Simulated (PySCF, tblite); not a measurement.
# C5H13AlOSi: geometry, infrared bands and NMR shifts

Aim: predict the infrared bands and NMR shifts of C5H13AlOSi (`C=CC[C@@H](C)[AlH][O][SiH3]`).

Computed with tblite 0.8.0 and PySCF 2.14.0, with density-fitted response routines of our own, on a single molecule in the gas phase. Atoms count from 0, in the outputs and in this text.

## (1) The starting structure

21 atoms, charge 0, multiplicity 1; geometry from: force field or distance geometry start.

Bonds of the start (Å): C0–C1 1.32, C1–C2 1.50, C2–C3 1.50, C3–C4 1.53, C3–Al5 1.99, Al5–O6 1.85, O6–Si7 1.74, C0–H8 1.08, C0–H9 1.11, C1–H10 1.10, C2–H11 1.10, C2–H12 1.12, C3–H13 1.10, C4–H14 1.10, C4–H15 1.12, C4–H16 1.10, Al5–H17 1.61, Si7–H18 1.47, Si7–H19 1.48, Si7–H20 1.45.

## (2) Optimising the geometry with GFN2-xTB

What the job is given:

```
{"job": {"kind": "relax", "xc": "GFN2-xTB", "basis": "xTB"}, "charge": 0, "multiplicity": 1}
C     -3.732700     0.016000    -0.681800
C     -2.675600    -0.328000     0.025600
C     -1.334000    -0.558200    -0.599600
C     -0.382200     0.429600     0.006200
C     -0.338100     0.134800     1.509900
Al     1.434600     0.346600    -0.797600
O      2.576600    -0.982700    -0.209500
Si     4.120700    -0.255300     0.141700
H     -3.709500     0.159600    -1.752200
H     -4.708300     0.174600    -0.183900
H     -2.842100    -0.444900     1.105300
H     -1.045900    -1.608500    -0.420600
H     -1.410600    -0.465200    -1.709400
H     -0.779900     1.438600    -0.190700
H     -0.065600    -0.928300     1.617500
H      0.477000     0.782300     1.917300
H     -1.248700     0.432500     2.045300
H      2.075600     1.735500    -1.284800
H      5.141800    -1.273100     0.411600
H      3.987400     0.603000     1.339100
H      4.450600     0.608300    -0.980500
```

On the command line:

```bash
OMP_NUM_THREADS=1 python probes_run.py task.json out
```

The driver reads the jobs from task.json and runs them one after another.

What it wrote:

```text
step      E/eV     max force
  0    -659.13436    2.884
  1    -659.44049    2.071
  2    -659.64923    1.393
  3    -659.70598    0.886
  4    -659.79934    0.679
  5    -659.83350    0.516
  6    -659.86943    0.530
  7    -659.89735    0.424
  8    -659.92719    0.395
  9    -659.95012    0.380
 10    -659.97272    0.430
 11    -660.00125    0.437
 12    -660.03605    0.440
 13    -660.07010    0.401
 14    -660.09932    0.377
 15    -660.12902    0.494
 16    -660.16570    0.541
 17    -660.20050    0.492
 18    -660.22921    0.433
 19    -660.26050    0.408
 20    -660.28427    0.510
 21    -660.31289    0.492
 22    -660.34640    0.411
 23    -660.37434    0.389
 24    -660.39966    0.408
 25    -660.41755    0.389
 26    -660.43917    0.330
 27    -660.45428    0.338
 28    -660.46640    0.222
 29    -660.47272    0.177
 30    -660.47764    0.151
 31    -660.48222    0.206
 32    -660.48672    0.162
 33    -660.49037    0.140
 34    -660.49403    0.136
 35    -660.49816    0.182
 36    -660.50282    0.181
 37    -660.50802    0.182
 38    -660.51349    0.191
 39    -660.51882    0.169
 40    -660.52351    0.171
 41    -660.52698    0.115
 42    -660.52981    0.114
 43    -660.53226    0.108
 44    -660.53425    0.106
 45    -660.53585    0.089
 46    -660.53749    0.092
 47    -660.53900    0.103
 48    -660.54084    0.116
 49    -660.54243    0.104
 50    -660.54377    0.080
 51    -660.54500    0.088
 52    -660.54639    0.092
 53    -660.54812    0.098
 54    -660.55030    0.126
 55    -660.55264    0.111
 56    -660.55467    0.105
 57    -660.55633    0.104
 58    -660.55808    0.107
 59    -660.56043    0.160
 60    -660.56349    0.164
 61    -660.56663    0.137
 62    -660.56921    0.134
 63    -660.57138    0.093
 64    -660.57327    0.140
 65    -660.57521    0.133
 66    -660.57704    0.089
 67    -660.57831    0.078
 68    -660.57943    0.098
 69    -660.58071    0.093
 70    -660.58160    0.058
 71    -660.58208    0.047
 72    -660.58236    0.037
 73    -660.58264    0.047
 74    -660.58292    0.043
 75    -660.58319    0.049
 76    -660.58340    0.033
 77    -660.58357    0.033
 78    -660.58373    0.033
 79    -660.58393    0.045
 80    -660.58422    0.052
 81    -660.58461    0.044
 82    -660.58504    0.047
 83    -660.58541    0.045
 84    -660.58571    0.034
 85    -660.58598    0.033
 86    -660.58627    0.032
 87    -660.58658    0.042
 88    -660.58693    0.040
 89    -660.58736    0.046
 90    -660.58795    0.050
 91    -660.58874    0.067
 92    -660.58959    0.073
 93    -660.59026    0.056
 94    -660.59076    0.055
 95    -660.59123    0.049
 96    -660.59179    0.065
 97    -660.59225    0.059
 98    -660.59247    0.035
 99    -660.59263    0.031
100    -660.59277    0.028
101    -660.59290    0.029
102    -660.59302    0.029
103    -660.59313    0.030
104    -660.59325    0.029
105    -660.59342    0.046
106    -660.59368    0.057
107    -660.59403    0.051
108    -660.59438    0.048
109    -660.59465    0.051
110    -660.59495    0.048
111    -660.59544    0.062
112    -660.59632    0.071
113    -660.59764    0.121
114    -660.59888    0.087
115    -660.59977    0.069
116    -660.60069    0.069
117    -660.60115    0.076
118    -660.60202    0.067
119    -660.60388    0.067
120    -660.60561    0.078
121    -660.60861    0.146
122    -660.61066    0.125
123    -660.61295    0.116
124    -660.61446    0.187
125    -660.61514    0.176
126    -660.61666    0.076
127    -660.61753    0.091
128    -660.61870    0.074
129    -660.61924    0.088
130    -660.61979    0.066
131    -660.62034    0.065
132    -660.62114    0.056
133    -660.62194    0.063
134    -660.62237    0.049
135    -660.62267    0.037
136    -660.62288    0.029
137    -660.62312    0.026
138    -660.62337    0.031
139    -660.62365    0.038
140    -660.62393    0.035
141    -660.62418    0.038
142    -660.62443    0.036
143    -660.62470    0.045
144    -660.62504    0.049
145    -660.62542    0.045
146    -660.62577    0.048
147    -660.62603    0.038
148    -660.62622    0.041
149    -660.62636    0.029
150    -660.62648    0.022
151    -660.62659    0.025
152    -660.62670    0.025
153    -660.62682    0.020
154    -660.62691    0.019
155    -660.62699    0.021
156    -660.62708    0.022
157    -660.62720    0.021
158    -660.62734    0.026
159    -660.62752    0.030
160    -660.62775    0.044
161    -660.62805    0.054
162    -660.62840    0.044
163    -660.62872    0.036
164    -660.62895    0.028
165    -660.62912    0.031
166    -660.62926    0.026
167    -660.62938    0.025
168    -660.62950    0.021
169    -660.62963    0.038
170    -660.62981    0.044
171    -660.63005    0.050
172    -660.63032    0.052
173    -660.63060    0.041
174    -660.63089    0.061
175    -660.63121    0.064
176    -660.63159    0.061
177    -660.63195    0.041
178    -660.63220    0.031
179    -660.63237    0.035
180    -660.63251    0.026
181    -660.63266    0.038
182    -660.63280    0.036
183    -660.63293    0.029
184    -660.63310    0.028
185    -660.63324    0.032
186    -660.63346    0.037
187    -660.63365    0.032
188    -660.63379    0.025
189    -660.63390    0.025
190    -660.63399    0.026
191    -660.63406    0.021
192    -660.63411    0.016
193    -660.63415    0.013
194    -660.63417    0.017
195    -660.63419    0.018
196    -660.63421    0.014
197    -660.63422    0.009
```

Wall time 1.8 s (1 thread of Arm Neoverse V1, shared host); peak memory 0.18 GiB.

Step by step: (not every step is listed)

```tsv
step	energy from step 0 (eV)	largest force (eV/Å)
0	0.0000	2.8844
1	-0.3061	2.0713
2	-0.5149	1.3933
3	-0.5716	0.8858
4	-0.6650	0.6792
5	-0.6991	0.5159
6	-0.7351	0.5304
7	-0.7630	0.4241
8	-0.7928	0.3949
26	-1.3048	0.3302
44	-1.3999	0.1062
62	-1.4348	0.1338
80	-1.4499	0.0524
98	-1.4581	0.0350
116	-1.4663	0.0689
134	-1.4880	0.0488
152	-1.4923	0.0245
170	-1.4955	0.0442
188	-1.4994	0.0254
192	-1.4997	0.0156
193	-1.4998	0.0132
194	-1.4998	0.0175
195	-1.4998	0.0181
196	-1.4999	0.0138
197	-1.4999	0.0091
```

Distances of close pairs at the start and the end, largest changes first:

```tsv
bond	before (Å)	after (Å)	change (Å)
Al5–O6	1.849	1.673	-0.176
O6–Si7	1.743	1.639	-0.104
Al5–H17	1.605	1.537	-0.068
C2–C3	1.500	1.543	+0.043
C3–Al5	1.988	2.021	+0.032
C0–H9	1.107	1.077	-0.030
C4–H15	1.118	1.091	-0.027
C2–H12	1.116	1.099	-0.018
```

The next job starts from the end point, and lists it.

## (3) Vibrational analysis with GFN2-xTB

What the job is given:

```
{"job": {"kind": "ir", "xc": "GFN2-xTB", "basis": "xTB"}, "charge": 0, "multiplicity": 1}
C     -3.675054     0.566339    -0.836836
C     -2.861885    -0.179960    -0.112289
C     -1.486971    -0.585321    -0.533054
C     -0.394453     0.169856     0.252484
C     -0.245844    -0.319556     1.698918
Al     1.271728    -0.066527    -0.865903
O      2.836524     0.168403    -0.323862
Si     4.369983     0.378489     0.214069
H     -3.400283     0.908711    -1.821778
H     -4.648310     0.864557    -0.484712
H     -3.163042    -0.508146     0.874499
H     -1.352828    -1.661159    -0.382909
H     -1.353091    -0.381198    -1.604116
H     -0.710849     1.224893     0.301673
H     -0.082615    -1.397210     1.726022
H      0.614442     0.159896     2.168644
H     -1.128640    -0.088140     2.295976
H      1.118494    -0.534401    -2.322163
H      4.937555    -0.958594     0.391889
H      4.273510     1.104016     1.481694
H      5.072707     1.151995    -0.809311
```

What it wrote:

```text
mode    cm-1     km/mol
  1      15.3      0.01
  2      27.9      0.01
  3      42.2      0.16
  4      57.2      0.23
  5      71.2      0.05
  6     129.6      1.04
  7     157.0      0.51
  8     166.2      0.49
  9     200.5      3.70
 10     225.7      4.35
 11     283.9      8.67
 12     336.7      9.65
 13     418.4     26.19
 14     455.0     56.37
 15     487.3     32.81
 16     571.8     15.89
 17     612.2     63.50
 18     614.1     66.02
 19     659.1    239.59
 20     687.3     87.66
 21     769.5    225.92
 22     772.3    222.95
 23     810.5    470.73
 24     867.3      4.12
 25     883.0      1.13
 26     902.8     22.33
 27     954.7      2.22
 28     969.4     10.43
 29    1021.5     60.41
 30    1023.9    523.03
 31    1046.5      6.35
 32    1098.6      4.10
 33    1140.2      2.57
 34    1153.2      8.04
 35    1222.9      3.46
 36    1268.8      0.69
 37    1291.8      1.03
 38    1314.8      2.13
 39    1404.9      1.23
 40    1415.6      4.40
 41    1464.0      0.76
 42    1494.4      1.95
 43    1500.5      3.72
 44    1713.4     18.56
 45    1805.2    322.06
 46    2240.0    391.40
 47    2246.1    382.53
 48    2261.3     86.34
 49    2833.7     35.42
 50    2886.6     30.61
 51    2934.3     36.10
 52    2982.3     44.75
 53    2989.8     45.20
 54    2999.5     20.92
 55    3051.8     40.26
 56    3093.3     26.36
 57    3118.6     64.23
```

Wall time 0.98 s (1 thread of Arm Neoverse V1, shared host); peak memory 0.18 GiB.

Which atoms move in the most intense modes:

```tsv
cm⁻¹	km/mol	atoms
659	239.6	H17 51 %, Al5 15 %, C1 11 %
770	225.9	H20 56 %, H18 34 %
772	222.9	H19 58 %, H18 29 %
810	470.7	H19 30 %, H18 28 %, H20 27 %, Si7 13 %
1024	523.0	O6 73 %
1805	322.1	H17 96 %
2240	391.4	H19 66 %, H18 28 %
2246	382.5	H18 45 %, H20 40 %, H19 11 %
```

## (4) NMR shieldings: PBE0/pcSseg-1

Settings changed since step 3:

```diff
@@ -1,2 +1,2 @@
-{"job": {"kind": "ir", "xc": "GFN2-xTB", "basis": "xTB"}, "charge": 0, "multiplicity": 1}
+{"job": {"kind": "nmr", "xc": "PBE0", "basis": "pcSseg-1"}, "charge": 0, "multiplicity": 1}
 C     -3.675054     0.566339    -0.836836
```

Level: GIAO PBE0/pcSseg-1 NMR shielding, non-relativistic, gas phase.

What it wrote:

```text
coarse grid: 17824 points
cycle   1  E = -804.7095333450  dE =  5.761e-01  |g| = 9.152e-01  |ddm| = 4.040e+00
cycle   2  E = -804.3684333841  dE =  3.411e-01  |g| = 1.584e+00  |ddm| = 1.800e+00
cycle   3  E = -804.8695423917  dE = -5.011e-01  |g| = 1.796e-01  |ddm| = 1.306e+00
cycle   4  E = -804.8758897005  dE = -6.347e-03  |g| = 6.659e-02  |ddm| = 1.983e-01
cycle   5  E = -804.8769723982  dE = -1.083e-03  |g| = 1.594e-02  |ddm| = 6.806e-02
cycle   6  E = -804.8770299742  dE = -5.758e-05  |g| = 5.318e-03  |ddm| = 1.917e-02
cycle   7  E = -804.8770367973  dE = -6.823e-06  |g| = 1.558e-03  |ddm| = 5.050e-03
final grid: 160904 points
cycle   8  E = -804.9349372177  dE = -3.413e-05  |g| = 1.117e-02  |ddm| = 3.324e-02
cycle   9  E = -804.9349103535  dE =  2.686e-05  |g| = 1.617e-02  |ddm| = 1.971e-02
cycle  10  E = -804.9349643940  dE = -5.404e-05  |g| = 1.936e-03  |ddm| = 1.175e-02
cycle  11  E = -804.9349651563  dE = -7.623e-07  |g| = 2.151e-04  |ddm| = 1.429e-03
cycle  12  E = -804.9349651649  dE = -8.568e-09  |g| = 8.914e-05  |ddm| = 2.590e-04
cycle  13  E = -804.9349651665  dE = -1.667e-09  |g| = 2.957e-05  |ddm| = 9.063e-05
cycle  14  E = -804.9349651668  dE = -2.040e-10  |g| = 6.563e-06  |ddm| = 3.198e-05
converged SCF energy = -804.9349651668

GIAO shielding tensors (ppm)
atom      isotropic    diamagn.    paramagn.     s11        s22        s33       span
  0 C       67.470     252.575    -185.105    -40.328     86.365    156.373    196.701
  1 C       38.066     255.873    -217.807    -92.894     39.643    167.447    260.341
  2 C      143.783     249.924    -106.140    139.343    139.878    152.129     12.786
  3 C      159.144     253.026     -93.882    148.481    156.168    172.783     24.303
  4 C      169.621     248.235     -78.615    153.010    170.930    184.923     31.913
  5 Al     375.757     798.227    -422.470    308.822    358.883    459.567    150.744
  6 O      270.496     401.935    -131.439    229.368    244.715    337.404    108.036
  7 Si     389.291     880.294    -491.004    351.659    354.003    462.210    110.551
  8 H       26.396      31.658      -5.263     22.994     25.576     30.617      7.622
  9 H       26.497      27.421      -0.925     23.729     25.329     30.432      6.703
 10 H       25.002      30.810      -5.808     22.092     23.609     29.306      7.214
 11 H       29.946      32.704      -2.758     26.860     29.081     33.897      7.038
 12 H       29.108      34.147      -5.040     24.665     29.123     33.535      8.870
 13 H       31.100      35.312      -4.212     27.710     30.724     34.865      7.155
 14 H       30.997      32.342      -1.345     27.844     28.681     36.465      8.621
 15 H       30.166      32.176      -2.011     24.915     29.022     36.559     11.645
 16 H       29.983      31.595      -1.611     24.719     28.862     36.369     11.649
 17 H       27.176      31.316      -4.141     23.158     25.726     32.643      9.485
 18 H       26.368      28.702      -2.334     22.951     24.819     31.334      8.383
 19 H       26.320      29.707      -3.387     22.669     25.277     31.014      8.345
 20 H       26.341      28.155      -1.814     22.853     24.682     31.487      8.634
```

Run time: 39 s. Hardware: 1 thread of Arm Neoverse V1, shared host; peak memory 0.96 GiB.

The references, computed at this level on geometries of the same kind, shield at (ppm): ¹H TMS 31.72, ¹³C TMS 186.9, ²⁹Si TMS 349.2, ¹⁷O H2O 336.1, ²⁷Al AlH4- 490.0. Their shielding less the atom's gives the shift. The references are single molecules in the gas phase, so shifts against H2O, NH3, PH3, H3PO4 or CFCl3 are not on the usual liquid scales and can be off by tens of ppm. Shifts against hydride references such as AlH4− lie on their own scale. Atoms listed in one row are averaged.

```tsv
atoms	environment	σ (ppm)	δ (ppm)
C1	alkene CH	38.1	148.9
C0	terminal =CH2 carbon	67.5	119.5
C2	allylic sp3 CH2	143.8	43.1
C3	sp3 CH bonded to Al	159.1	27.8
C4	methyl carbon	169.6	17.3
H10	hydrogen on an alkene CH	25.00	6.71
H18, H19, H20	hydrogen on a silicon bonded to O	26.34	5.37
H8	hydrogen on a terminal =CH2 carbon	26.40	5.32
H9	hydrogen on a terminal =CH2 carbon	26.50	5.22
H17	hydrogen on an aluminium bonded to C, O	27.18	4.54
H12	hydrogen on an allylic sp3 CH2	29.11	2.61
H11	hydrogen on an allylic sp3 CH2	29.95	1.77
H14, H15, H16	hydrogen on a methyl carbon	30.38	1.34
H13	hydrogen on an sp3 CH bonded to Al	31.10	0.62
Al5	aluminium bonded to C, O, H	375.8	114.2
O6	oxygen bonded to Al, Si	270.5	65.6
Si7	silicon bonded to O, 3 H	389.3	-40.1
```

Charges from the same density, by scheme (e):

```tsv
atoms	Mulliken	IAO	Hirshfeld	ESP fit
C0	-0.15	-0.33	-0.11	-0.53
C1	-0.22	-0.13	-0.04	-0.01
C2	-0.16	-0.25	-0.08	-0.20
C3	-0.66	-0.44	-0.15	-0.02
C4	-0.22	-0.41	-0.12	-0.37
Al5	1.04	1.01	0.58	0.86
O6	-0.81	-0.89	-0.38	-0.57
Si7	0.74	0.89	0.38	0.56
```

Mayer bond orders: C0–C1 1.99, C1–C2 1.04, C2–C3 0.96, C3–C4 1.02, C3–Al5 0.80, Al5–O6 0.91, O6–Si7 0.94.

## (5) Results

```
                                                              quantity                                                     value
                             strongest single infrared mode (GFN2-xTB)                                     1024 cm⁻¹, 523 km/mol
                                          zero-point energy (GFN2-xTB)                                             98.9 kcal/mol
                                ¹³C shifts against TMS (PBE0/pcSseg-1)                        148.9, 119.5, 43.1, 27.8, 17.3 ppm
¹H shifts against TMS (PBE0/pcSseg-1, means over atoms taken as alike)  6.71, 5.37, 5.32, 5.22, 4.54, 2.61, 1.77, 1.34, 0.62 ppm
                             ²⁷Al shifts against AlH4- (PBE0/pcSseg-1)                                                 114.2 ppm
                                ¹⁷O shifts against H2O (PBE0/pcSseg-1)                                                  65.6 ppm
                               ²⁹Si shifts against TMS (PBE0/pcSseg-1)                                                 -40.1 ppm
```

**Reading.** The optimisation took 197 steps and gained 1.500 eV; among the close pairs (by a distance rule), Al5–O6 changed most, from 1.849 to 1.673 Å. All 57 modes are real, so the xTB geometry is a minimum. Unscaled tight-binding wavenumbers are off by several per cent, some by more. Its intensities can rank the bands wrongly. The most deshielded carbon is C1 (alkene CH), at 148.9 ppm: the olefinic region. H10 (hydrogen on an alkene CH) lies farthest downfield among hydrogen, at 6.71 ppm; olefinic region. At PBE0/pcSseg-1: The widest tensor belongs to C1: span 260 ppm, with a paramagnetic part of -218 ppm.
